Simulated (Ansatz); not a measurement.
**CH₄N₂OSi: one species, many methods**

One table from this session's results is given with a row withheld; the runs are named, their logs left out.

The runs use Ansatz 0.2.0, Gaussian basis; functionals in def2-TZVPP, the program's frozen cores in correlated methods.

The runs, in order: LDA (SPW92), PBE-D4, revPBE-D4, BLYP-D4, r2SCAN-D4, B97M-V, PBE0-D4, B3LYP-D4, r2SCANh-D4, r2SCAN0-D4, HSE06-D4, BHLYP-D4, CAM-B3LYP-D4, LC-ωPBE, ωB97X-V, ωB97M-V, B2PLYP, PBE-QIDH; CCSD(T)/def2-SVP; CCSD(T)/def2-TZVPP; MP2/def2-QZVPP; extrapolation to the limit; RPA on PBE.

## The geometry

An earlier PBE0-D4 in a triple-zeta def2 set relaxation fixed the geometry.

SMILES `OC1=N[SiH2]N1`, 9 atoms, charge 0, spin multiplicity 1.

Atoms are counted from 1 here; the program's logs count them from 0.

Bond lengths: O1–C2 1.327 Å, O1–H6 0.967 Å, C2–N3 1.297 Å, C2–N5 1.379 Å, N3–Si4 1.749 Å, Si4–N5 1.771 Å, Si4–H7 1.482 Å, Si4–H8 1.481 Å, N5–H9 1.005 Å. Angles: C2–O1–H6 106.2°, O1–C2–N3 126.9°, O1–C2–N5 119.6°, N3–C2–N5 113.5°, C2–N3–Si4 85.2°, N3–Si4–N5 79.0°, N3–Si4–H7 116.8°, N3–Si4–H8 118.6°, N5–Si4–H7 114.4°, N5–Si4–H8 114.7°, H7–Si4–H8 110.3°, C2–N5–Si4 82.0°, C2–N5–H9 123.3°, Si4–N5–H9 143.1°.

The first run:

in.yaml

```yaml
crystal:
  periodic: [false, false, false]
  atoms:
    - {symbol: O, position_ang: [-0.448268, 2.032339, 0.018982]}
    - {symbol: C, position_ang: [-0.214531, 0.734255, -0.129936]}
    - {symbol: N, position_ang: [-0.013768, 0.101493, -1.244430]}
    - {symbol: Si, position_ang: [0.287314, -1.290495, -0.228825]}
    - {symbol: N, position_ang: [-0.186668, -0.084875, 0.979397]}
    - {symbol: H, position_ang: [-0.422269, 2.415119, -0.868179]}
    - {symbol: H, position_ang: [1.693173, -1.746866, -0.118290]}
    - {symbol: H, position_ang: [-0.623162, -2.454599, -0.332085]}
    - {symbol: H, position_ang: [0.016580, 0.247329, 1.906366]}
basis:
  gaussian: {orbitals: def2-TZVPP}
hamiltonian: {xc: lda}
output: {orbitals: {seedname: orbitals}}
```

On the command line:

```sh
> ansatz run in.yaml --threads 2 --pin off --events-out ev --progress --plain --max-ram 4352MiB
```

Steps of the session up to this table: LDA; PBE-D4 (GGA); revPBE-D4 (GGA); BLYP-D4 (GGA); r2SCAN-D4 (meta-GGA); B97M-V (meta-GGA); PBE0-D4 (hybrid); B3LYP-D4 (hybrid); r2SCANh-D4 (hybrid); r2SCAN0-D4 (hybrid); HSE06-D4 (hybrid); BHLYP-D4 (hybrid); CAM-B3LYP-D4 (range-separated); LC-ωPBE (range-separated); ωB97X-V (range-separated); ωB97M-V (range-separated); B2PLYP (double hybrid); PBE-QIDH (double hybrid).

One table of the session follows, with a row left open; its other results are not shown here.

It belongs to the step «Orbital energies across the functionals». 

| functional | HOMO (eV) | gap (eV) |
| --- | --- | --- |
| LDA (SPW92) | -5.99 | 4.86 |
| PBE-D4 | -5.79 | 4.90 |
| revPBE-D4 | -5.71 | 4.92 |
| BLYP-D4 | -5.64 | 4.86 |
| r2SCAN-D4 | -6.04 | 5.57 |
| B97M-V | -6.10 | 5.42 |
| PBE0-D4 | -7.09 | 7.07 |
| B3LYP-D4 | -6.85 | 6.58 |
| r2SCANh-D4 | -6.54 | 6.35 |
| r2SCAN0-D4 | -7.28 | 7.51 |
| HSE06-D4 | -6.69 | 6.29 |
| BHLYP-D4 | -8.27 | 9.07 |
| CAM-B3LYP-D4 | -8.47 | 9.39 |
| LC-ωPBE | -9.85 | 11.98 |
| ωB97X-V | -9.47 | 11.45 |
| ωB97M-V | ? | ? |

Estimate the missing values for ωB97M-V.

**Answer.** HOMO (eV): -9.39; gap (eV): 11.01. In the column «HOMO (eV)» it lies between ωB97X-V (-9.47) and CAM-B3LYP-D4 (-8.47).
